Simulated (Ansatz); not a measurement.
# SiGeH2 (triplet): wave-function methods side by side at a displaced geometry (v1), cc-pVDZ

How much of the correlation energy of SiGeH2 (triplet) does each wave-function method recover here?

Program: Ansatz 0.2.0, Gaussian basis. Level of theory: cc-pVDZ, core rule «outside noble gas», up to 19 orbitals frozen. These are calculated values, not measurements.

To be run: UHF; CCSD(T) on ROHF; CCSD(T) on UHF; BCCD(T) on ROHF; CISD; CCSDT(Q) on ROHF; CCSDT(Q) on UHF; CASSCF and MRCISD+Q, 10 electrons in 10 orbitals; CASSCF and NEVPT2, 10 electrons in 10 orbitals.

23 further runs of the same task are left out: 7 that didn't finish, 16 set aside as unsound or not needed.

## 1. The system

The geometry is a PBE0/def2-TZVP stationary point (not a proven minimum) with its atoms shifted at random (size 0.040 Å). No spin-orbit coupling is included. The filled d shell of Ge may be among the frozen orbitals whatever the setting's name suggests; the logs give the count.

4 atoms, charge 0, spin multiplicity 3.

Atoms are counted from 1 here; the program's logs count them from 0.

Bond lengths: Si1–Ge2 2.340 Å, Ge2–H3 1.625 Å, Ge2–H4 1.563 Å. Angles: Si1–Ge2–H3 126.9°, Si1–Ge2–H4 128.0°, H3–Ge2–H4 105.1°.

## 2. UHF

File in.yaml:

```yaml
crystal:
  periodic: [false, false, false]
  atoms:
    - {symbol: Si, position_ang: [0.000673, 0.011182, 1.719025]}
    - {symbol: Ge, position_ang: [-0.000161, -0.004960, -0.620536]}
    - {symbol: H, position_ang: [0.047803, 1.287355, -1.604252]}
    - {symbol: H, position_ang: [-0.054973, -1.241469, -1.574450]}
basis:
  gaussian: {orbitals: cc-pVDZ}
magnetization: {spin_polarized: true, initial_magnetization: 2}
hamiltonian: {xc: hf}
output: {orbitals: {seedname: orbitals}}
```

Run with:

```bash
> ansatz run in.yaml --threads 1 --pin off --events-out ev --progress --plain --max-ram 2393MiB
```

The runs that follow: CCSD(T) on ROHF; CCSD(T) on UHF; BCCD(T) on ROHF; CISD; CCSDT(Q) on ROHF; CCSDT(Q) on UHF; CASSCF and MRCISD+Q, 10 electrons in 10 orbitals; CASSCF and NEVPT2, 10 electrons in 10 orbitals.

**Question.** What will the summary of the whole plan be? Wanted: UCCSDT(Q) below the RHF energy; RMP2 from UCCSDT(Q); UMP2 from UCCSDT(Q); RCCSD from UCCSDT(Q); RCCSD(T) from UCCSDT(Q); UCCSD(T) from UCCSDT(Q); RCCSDT(Q) from UCCSDT(Q); NEVPT2 valence from UCCSDT(Q); MRCISD+Q valence from UCCSDT(Q).

As calculated:

```
                         quantity                                        value
   UCCSDT(Q) below the RHF energy                                   -5.3370 eV
              RMP2 from UCCSDT(Q)                                  +1228.4 meV
              UMP2 from UCCSDT(Q)                                  +1265.5 meV
             RCCSD from UCCSDT(Q)                                   +225.5 meV
          RCCSD(T) from UCCSDT(Q)                                    +51.5 meV
          UCCSD(T) from UCCSDT(Q)                                    +50.8 meV
         RCCSDT(Q) from UCCSDT(Q)                                     +1.7 meV
    NEVPT2 valence from UCCSDT(Q)                                   +922.4 meV
  MRCISD+Q valence from UCCSDT(Q)                                    +21.5 meV
levels within 1 kcal/mol (43 meV)  RCCSDT, UCCSDT, RCCSDT(Q), MRCISD+Q valence
                    T1 diagnostic                                        0.020
   effectively unpaired electrons                                         2.05
```

What this shows: RCCSD(T) misses by +51.5 meV, 1.0 % of the correlation energy. One determinant dominates. Of the multireference levels listed MRCISD+Q valence comes nearest in total energy (+21.5 meV), which doesn't show that its space is the better one. These misses are within one basis, not against nature; the frozen cores of restricted and unrestricted runs differ, which can shift their rows.
